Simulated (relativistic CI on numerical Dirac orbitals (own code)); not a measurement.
# Sc: the cost of one run

Method: charge-transfer multiplet model of a cubic metal-ligand cluster with up to 2 ligand holes, Slater and spin-orbit integrals from Dirac-Coulomb-Breit ions, Slater integrals scaled by 0.8. Code: relativistic CI on numerical Dirac orbitals (own code) version 3.

## (1) The system

```
ion                  : Sc³⁺ (Sc IV)
nuclear charge       : 21
electrons            : 18
d electrons          : 0
ligand holes at most : 2
parameters           : in eV; Veg, Vt2g hoppings, tenDq and tenDqL metal and ligand splittings (negative tenDq: tetrahedral), red the scaling of hopping with a core hole
temperature          : 300 K
widths               : Lorentz 0.4 eV, Gauss 0.3 eV
```

## (2) Veg = 0.68 eV

Input settings:

```ini
cluster ion=Sc3+ d0 ligand_holes=2 slater_scale=0.8
Delta=5.9 Udd=4.6 Upd=5.7 tenDq=-0.4 tenDqL=0 Veg=0.68 Vt2g=-1.15 red=1
spectrum xas L2,3 T=300 lorentz=0.4 gauss=0.3
```

Started as:

```
> python run_levels.py task.json out
```

The settings of every run stand in task.json; they run in order.

What time and memory should one allow on 1 thread of Intel Xeon 6975P-C, shared host?

About 1.7 s, with a peak of 0.21 GiB.
